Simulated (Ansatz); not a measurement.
# HfVF6: the cost of one run

Program: Ansatz 0.2.0. Level of theory: DFT LDA without U, plane waves, PAW, no spin–orbit coupling unless a run says so. These are calculated values, not measurements.

### Step 1. The starting structure

The structure is cubic, space group Fm-3m (No. 225). Conventional cell: a = 8.042 Å, b = 8.042 Å, c = 8.042 Å, α = 90.00°, β = 90.00°, γ = 90.00°. Hf (site symmetry m-3m) has 6 F at 1.97 Å as nearest neighbours. V (site symmetry m-3m) has 6 F at 2.05 Å as nearest neighbours. F (site symmetry 4mm) has 1 Hf at 1.97 Å and 1 V at 2.05 Å as nearest neighbours.

As a file:

```
Hf V F
1.0
     0.00000    4.02100    4.02100
     4.02100    0.00000    4.02100
     4.02100    4.02100    0.00000
Hf V F
1 1 6
Direct
  0.00000 0.00000 0.00000
  0.50000 0.50000 0.50000
  0.24491 0.24491 0.75509
  0.75509 0.75509 0.24491
  0.75509 0.24491 0.24491
  0.24491 0.75509 0.75509
  0.24491 0.75509 0.24491
  0.75509 0.24491 0.75509
```

Magnetic order typed: ferromagnetic.

An earlier series on this cell reached its lowest free state from «natural orbitals of the symmetric run, filled by rank», perhaps among other starts.

### Step 2. Random orbitals: single harmonics, second filling

The input, input.yaml:

```yaml
crystal:
  lattice:
    - [0.0, 4.02099997, 4.02099997]
    - [4.02099997, 0.0, 4.02099997]
    - [4.02099997, 4.02099997, 0.0]
  atoms:
    - { symbol: Hf, position: [0.0, 0.0, 0.0] }
    - { symbol: V, position: [0.5, 0.5, 0.5], spin: 1.0 }
    - { symbol: F, position: [0.24491, 0.24491, 0.75509] }
    - { symbol: F, position: [0.75509, 0.75509, 0.24491] }
    - { symbol: F, position: [0.75509, 0.24491, 0.24491] }
    - { symbol: F, position: [0.24491, 0.75509, 0.75509] }
    - { symbol: F, position: [0.24491, 0.75509, 0.24491] }
    - { symbol: F, position: [0.75509, 0.24491, 0.75509] }
basis:
  ecutwfc: 420
  ecutrho_ratio: 4
kpoints:
  mp_grid: { grid: [4, 4, 4] }
hamiltonian:
  xc: lda
  hubbard:
    sites:
      - { site: 1, l: d, u_eff: 0.0, starting_ns: [{ spin: up, occupation_matrix: s1up }, { spin: down, occupation_matrix: s1down }] }
    occupation_matrices:
      s1up:
        matrix:
          - [0.97, 0.0, 0.0, 0.0, 0.0]
          - [0.0, 0.02, 0.0, 0.0, 0.0]
          - [0.0, 0.0, 0.02, 0.0, 0.0]
          - [0.0, 0.0, 0.0, 0.97, 0.0]
          - [0.0, 0.0, 0.0, 0.0, 0.02]
      s1down:
        matrix:
          - [0.02, 0.0, 0.0, 0.0, 0.0]
          - [0.0, 0.97, 0.0, 0.0, 0.0]
          - [0.0, 0.0, 0.02, 0.0, 0.0]
          - [0.0, 0.0, 0.0, 0.02, 0.0]
          - [0.0, 0.0, 0.0, 0.0, 0.02]
    ns_hold: until_converged
scf:
  occupations: { method: gaussian, width: 0.05 }
  lower_state_search: "off"
  max_iter: 150
output:
  forces: true
  stress: true
  eigenvalues: true
  populations: true
  hubbard: { sites: [{ site: 1, l: d }] }
magnetization:
  spin_polarized: true
```

The typed matrices put 0.97 on the chosen orbitals and 0.02 on the others, and are held until the SCF converges, then released.

Started as:

```sh
> ansatz run input.yaml --threads 4 --pin off --max-ram 6144MiB --backend cpu --events-out ev --progress --plain --runs-dir out
```

What time and memory should one allow on 4 threads of Arm Neoverse V1, shared host?

About 41 s, with a peak of 0.85 GiB.
